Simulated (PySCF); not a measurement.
# H7O7Pm ([Pm(OH)7]4-): the cost of one run

Computed with PySCF 2.14.0 and routines of our own; the level stands in each step. Atoms count from 0.

### 1 The starting structure

15 atoms, charge -4, states of the metal's open shell are computed; geometry from: model geometry, bond lengths from ionic radii.

### 2 Ligand-field states: state-averaged CASSCF in water

What the job is given:

```
{"job": {"kind": "lf", "basis": {"metal": "x2c-TZVPall", "ligand": "x2c-SVPall"}, "nevpt": false, "solvent": "water"}, "charge": -4, "metal": "Pm", "open_shell": "f4"}
Pm     0.000000     0.000000     0.000000
O      0.000000     0.000000     2.400000
H      0.800000     0.000000     2.940000
O      0.000000     0.000000    -2.400000
H     -0.800000     0.000000    -2.940000
O      2.400000     0.000000     0.000000
H      2.940000     0.800000     0.000000
O      0.741641     2.282536     0.000000
H      0.147665     3.043320     0.000000
O     -1.941641     1.410685     0.000000
H     -2.848738     1.080875     0.000000
O     -1.941641    -1.410685     0.000000
H     -1.908282    -2.375302     0.000000
O      0.741641    -2.282536     0.000000
H      1.669355    -2.548893     0.000000
```

With the program's defaults for keys left out, this is: state-averaged CASSCF of the metal f shell, state-interaction spin-orbit coupling.

On the command line:

```sh
$ OMP_NUM_THREADS=1 python lf_run.py task.json out
```

One launch serves the whole session: the jobs run in the order shown.

Q: Estimate the wall time and peak memory of this first job on 1 thread of AMD EPYC 7R43, shared host.

About 84 s, with a peak of 0.76 GiB.
